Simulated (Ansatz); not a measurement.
This script makes an equation of state with a fit of CdPt, space group P4/mmm with the Python package of Ansatz (0.2.0).

`eos_cdpt.py`:
```python
import ansatz
import numpy as np

VECTORS = np.array([
    [2.985456, 0.0, 0.0],
    [0.0, 2.985456, 0.0],
    [0.0, 0.0, 3.846053],
])
SITES = [
    ("Cd", (0.0, 0.0, 0.0)),
    ("Pt", (0.5, 0.5, 0.5)),
]


def crystal_on(cell):
    crystal = ansatz.Crystal(lattice=ansatz.Lattice.of(cell))
    for symbol, position in SITES:
        crystal = crystal.atom(symbol, position)
    return crystal

volumes, energies, pressures = [], [], []
for scale in np.linspace(0.94, 1.06, 7):
    cell = VECTORS * scale ** (1 / 3)
    job = (
        crystal_on(cell).calculation()
        .occupations("fermi_dirac", width=0.1)
        .functional("r2SCAN")
        .pseudopotentials("paw")
        .basis(600)
        .kpoints(8, 8, 6)
        .stress()
    )
    rep = job.run().report
    volumes.append(abs(np.linalg.det(cell)) / len(SITES))
    energies.append(rep["free_energy_ev"] / len(SITES))
    pressures.append(np.trace(rep["stress_gpa"]) / 3)
    print(f"V = {volumes[-1]:8.4f} A^3/atom  F = {energies[-1]:.5f} eV/atom  P = {pressures[-1]:8.3f} GPa")

x = np.array(volumes) ** (-2 / 3)
poly = np.polynomial.Polynomial.fit(x, energies, 3).convert()
roots = poly.deriv().roots()
x0 = min((r.real for r in roots if abs(r.imag) < 1e-9 and poly.deriv(2)(r.real) > 0), key=lambda r: abs(r - x.mean()))
v0 = x0 ** -1.5
b0 = 4 / 9 * poly.deriv(2)(x0) * v0 ** (-7 / 3) * 160.21766
b1 = 4 + 2 / 3 * x0 * poly.deriv(3)(x0) / poly.deriv(2)(x0)
print(f"V0 = {v0:.4f} A^3/atom, B0 = {b0:.1f} GPa, dB/dP = {b1:.2f}")
```

Its results, one of them left out:

| V (Å³/atom) | F less the lowest row shown (meV/atom) |
| --- | --- |
| 16.111 | 25.91 |
| 16.454 | 9.23 |
| 16.797 | 0.93 |
| 17.140 | 0.00 |
| 17.483 | 5.56 |
| 17.825 | 16.82 |
| 18.168 | ? |

What is the missing energy at 18.168 Å³ an atom?

A third-order Birch-Murnaghan fit, E = E0 + (9 V0 B0 / 16) [(t - 1)³ B' + (t - 1)² (6 - 4t)] with t = (V0/V)^(2/3), through the 6 rows shown gives V0 = 17.013 Å³, B0 = 157.6 GPa, B' = 5.37 and E0 = -0.46 meV. At V = 18.168 Å³, t = 0.95715, and the fit extrapolates to 33.10 meV. The run gave 33.10 meV, a miss of 0.00 meV.

What to keep in mind:
- Shape and fractional positions are held along the curve, so the bulk modulus is an upper value where they are free to relax.
- The mesh is modest for a metal, so energies can be off by several to tens of meV an atom and pressures by half a GPa or more; differences at equal mesh fare better.
- Pressure is positive in compression.
- Spin-orbit coupling, which matters for elements this heavy, is left out.
- This cell is a computed structure, which may not be the phase found in nature.
- Finished in 51 s on 1 thread of Arm Neoverse V1 (shared host), peak memory 0.52 GiB.
